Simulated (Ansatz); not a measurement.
# GaH2ClO (SMILES [OH][GaH][Cl]) at B2PLYP/def2-SVPD

Aim: the electronic atomisation energy of GaH2ClO at B2PLYP/def2-SVPD, from 5 runs. 

The results are computed with Ansatz 0.2.0.

50 further runs of the same task are left out: 1 that didn't finish, 49 set aside as unsound or not needed. Runs told in other sessions of the task aren't counted.

## (1) Starting point

The species is GaH2ClO (5 atoms), meant as a singlet with charge 0. SMILES: `[OH][GaH][Cl]`. The shape is that of a PBE0-D4/def2-TZVP optimisation. This is one conformer, not always the lowest.

Bond lengths: O1–Ga2 1.772 Å, Ga2–Cl3 2.145 Å, O1–H4 0.960 Å, Ga2–H5 1.541 Å. Angles: O1–Ga2–Cl3 115.0°, O1–Ga2–H5 122.5°, Cl3–Ga2–H5 122.5°, Ga2–O1–H4 113.5°.

## (2) A single-point energy at B2PLYP/def2-SVPD

job.yaml

```yaml
crystal:
  periodic: [false, false, false]
  atoms:
    - {symbol: O, position_ang: [-1.152400, 0.516000, -0.496900]}
    - {symbol: Ga, position_ang: [0.470000, 0.208100, 0.146200]}
    - {symbol: Cl, position_ang: [0.927500, -1.856600, 0.504600]}
    - {symbol: H, position_ang: [-1.672300, -0.281800, -0.622300]}
    - {symbol: H, position_ang: [1.477200, 1.340600, 0.426900]}
basis:
  gaussian: {orbitals: def2-SVPD}
hamiltonian: {xc: {name: B2PLYP}}
correlation: {frozen_orbitals: {Cl: 5, Ga: 9, H: 0, O: 1}}
accuracy: high
output: {orbitals: {seedname: orbitals}}
```

Command:

```sh
$ ansatz run job.yaml --threads 1 --pin off --max-ram 3480MiB --events-out events.jsonl --progress --plain --runs-dir runs
```

Output:

```text
Warning: RAYON_NUM_THREADS=1 ignored (pool sized by the plan → 1); use --threads N
Functional definition: B2PLYP
  name "B2PLYP"
  parameter a = 0.53
  parameter c = 0.27
  exchange = (1 - a)*b88_x + a*exact_x
  correlation = (1 - c)*lyp_c + c*(mp2_os + mp2_ss)
1964 factors; integrals over basis functions are off by at most 4.3e-9 eV
mean field evaluation 1: about -66945.4195 eV, gradient 5.0e1 eV
mean field evaluation 2: about -66945.5228 eV, gradient 5.0e1 eV
mean field evaluation 4: about -66949.9841 eV, gradient 5.0e0 eV
mean field evaluation 8: about -66950.0556 eV, gradient 4.7e-1 eV
mean field evaluation 16: about -66950.0560 eV, gradient 6.0e-5 eV
mean field -66950.05601703 eV, -2460.3691782481 hartree, gradient 4.6e-8 eV, S^2 0.000000; 0 other end points of the search recorded, 0 dependent functions left out
15 core orbitals not correlated: weight in the atoms' cores, before any rotation towards them, 1.000 or more for the frozen orbitals, at most 0.000 for the correlated occupied ones
reference -66950.05603943 eV, -2460.3691790713 hartree; 14, 14 occupied and 75, 75 virtual orbitals, 1964 factors
second order -18.83248251 eV of doubles, -0.00000000 eV of singles
Total energy: -66955.14080971 eV, -2460.5560409325 hartree
```

Wall time 13 s (1 thread of Intel Xeon Platinum 8259CL at 2.50GHz (Skylake/Cascade Lake), shared host); peak memory 0.37 GiB.

## (3) The Cl atom at the same level

molecule.yaml

```yaml
crystal:
  periodic: [false, false, false]
  atoms:
    - {symbol: Cl, position_ang: [0.000000, 0.000000, 0.000000]}
basis:
  gaussian:
    orbitals: def2-SVPD
magnetization:
  spin_polarized: true
  initial_magnetization: 1
hamiltonian:
  xc: {name: B2PLYP}
correlation:
  frozen_orbitals: {Cl: 5}
accuracy: high
```

Command:

```sh
$ ansatz run molecule.yaml --threads 1 --pin off --max-ram 3480MiB --events-out events.jsonl --progress --plain --runs-dir runs
```

Output, shortened:

```text
Warning: RAYON_NUM_THREADS=1 ignored (pool sized by the plan → 1); use --threads N
Functional definition: B2PLYP
  name "B2PLYP"
[...]
222 factors; integrals over basis functions are off by at most 2.5e-9 eV
[...]
mean field -12512.33678512 eV, -459.8198956868 hartree, gradient 1.8e-8 eV, S^2 0.753795; 0 other end points of the search recorded, 0 dependent functions left out
5 core orbitals not correlated: weight in the atoms' cores, before any rotation towards them, 1.000 or more for the frozen orbitals, at most 0.000 for the correlated occupied ones
reference -12512.33679965 eV, -459.8198962207 hartree; 4, 3 occupied and 18, 19 virtual orbitals, 222 factors
second order -3.96674494 eV of doubles, -0.00000000 eV of singles
Total energy: -12513.40782079 eV, -459.8592555215 hartree
```

Wall time 1.2 s (1 thread of Intel Xeon Platinum 8259CL at 2.50GHz (Skylake/Cascade Lake), shared host); peak memory 0.11 GiB.

## (4) The Ga atom, same level

job.yaml

```yaml
crystal:
  periodic: [false, false, false]
  atoms:
    - {symbol: Ga, position_ang: [0.000000, 0.000000, 0.000000]}
basis:
  gaussian:
    orbitals: def2-SVPD
hamiltonian:
  xc: {name: B2PLYP}
correlation:
  frozen_orbitals: {Ga: 9}
magnetization:
  spin_polarized: true
  initial_magnetization: 1
accuracy: high
```

Command:

```sh
$ ansatz run job.yaml --threads 1 --pin off --max-ram 3480MiB --events-out events.jsonl --progress --plain --runs-dir runs
```

Output, shortened:

```text
Warning: RAYON_NUM_THREADS=1 ignored (pool sized by the plan → 1); use --threads N
Functional definition: B2PLYP
  name "B2PLYP"
[...]
371 factors; integrals over basis functions are off by at most 3.9e-9 eV
[...]
mean field -52358.39487595 eV, -1924.1355218964 hartree, gradient 5.9e-8 eV, S^2 0.755159; 0 other end points of the search recorded, 0 dependent functions left out
9 core orbitals not correlated: weight in the atoms' cores, before any rotation towards them, 1.000 or more for the frozen orbitals, at most 0.000 for the correlated occupied ones
reference -52358.39489015 eV, -1924.1355224182 hartree; 7, 6 occupied and 22, 23 virtual orbitals, 371 factors
second order -5.86603608 eV of doubles, -0.00000000 eV of singles
Total energy: -52359.97871989 eV, -1924.1937270876 hartree
```

Run time: 2 s. Hardware: 1 thread of Intel Xeon Platinum 8259CL at 2.50GHz (Skylake/Cascade Lake), shared host; peak memory 0.13 GiB.

## (5) The H atom

input.yaml

```yaml
crystal:
  periodic: [false, false, false]
  atoms:
    - {symbol: H, position_ang: [0.000000, 0.000000, 0.000000]}
basis:
  gaussian: {orbitals: def2-SVPD}
total_charge: 0
magnetization: {spin_polarized: true, initial_magnetization: 1}
hamiltonian: {xc: {name: B2PLYP}}
correlation: {frozen_orbitals: {H: 0}}
accuracy: high
```

Run the same way, it converges to -0.49793 Eh (log not shown).

## (6) The O atom, same level

input.yaml

```yaml
crystal:
  periodic: [false, false, false]
  atoms:
    - symbol: O
      position_ang: [0.000000, 0.000000, 0.000000]
basis:
  gaussian: {orbitals: def2-SVPD}
magnetization: {spin_polarized: true, initial_magnetization: 2}
hamiltonian: {xc: {name: B2PLYP}}
correlation: {frozen_orbitals: {O: 1}}
accuracy: high
```

Run the same way, it converges to -74.95314 Eh (log not shown).

## (7) What came out

Level: B2PLYP/def2-SVPD, 15 core orbitals frozen.

| quantity | value |
| --- | --- |
| molecule: total energy | -2460.55604 Eh |
| molecule: HOMO energy (SCF part's orbitals) | -10.31 eV |
| molecule: LUMO energy (SCF part's orbitals) | -0.23 eV |
| molecule: HOMO–LUMO gap (SCF part's orbitals) | 10.09 eV |
| Cl atom: total energy | -459.85926 Eh |
| Cl atom: ⟨S²⟩ | 0.754 |
| Ga atom: total energy | -1924.19373 Eh |
| Ga atom: ⟨S²⟩ | 0.755 |
| H atom: total energy | -0.49793 Eh |
| H atom: ⟨S²⟩ | 0.750 |
| O atom: total energy | -74.95314 Eh |
| O atom: ⟨S²⟩ | 2.005 |
| electronic atomisation energy | 15.077 eV |

What this shows: Taking the molecule apart into free atoms costs 15.08 eV (1455 kJ/mol), before zero-point energy and without spin-orbit coupling.
